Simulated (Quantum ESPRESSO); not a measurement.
The system is SiC4.

```xyz
5
Lattice="-2.1882 2.1882 2.1882 2.1882 -2.1882 2.1882 2.1882 2.1882 -2.1882" Properties=species:S:1:pos:R:3 pbc="T T T"
Si    0.0000    0.0000    0.0000
C     1.0941    1.0941   -1.0941
C     1.0941   -1.0941    1.0941
C    -1.0941    1.0941    1.0941
C     1.0941    1.0941    1.0941
```

The cell was built by a generator and needn't be a form met in nature.

| Item | Value |
| --- | --- |
| Program | Quantum ESPRESSO 7.5 |
| Task | phonons |
| Functional | PBE |
| Dispersion | D3(BJ) |
| Potentials or basis | GBRV 1.5 PBE |
| Cutoff | 612 eV |
| Density cutoff | 4898 eV |
| k mesh | 6 × 6 × 6 |
| Occupations | cold, width 0.2 eV |
| Spin | no spin polarisation |
| Mixing beta | 0.5 |
| Most SCF iterations | 120 |
| SCF threshold | 1e-09 Ry |

The cell and the atoms were relaxed first, to 8.42 Å³/atom (a = 3.796 Å, b = 3.796 Å, c = 3.796 Å, α = 109.47°, β = 109.47°, γ = 109.47°), and the response was taken there.

Q: Which optical modes does the crystal have at the zone centre, and which show in infrared and Raman spectra?

A: The optical modes are 2T1u + T2u + Eu + A2u. Infrared active: 2T1u. None is Raman active.

Optical modes at Γ, degenerate ones joined:
| cm⁻¹ | components | symmetry | active in |
| --- | --- | --- | --- |
| 540i | 3 | T1u | IR |
| 453i | 3 | T2u | silent |
| 360 | 2 | Eu | silent |
| 772 | 1 | A2u | silent |
| 862 | 3 | T1u | IR |

Caveat: the k mesh is coarse; the mesh is thin for the phonons of a metal; some modes are imaginary; pairwise dispersion overbinds metals, which lowers pressure and volume.
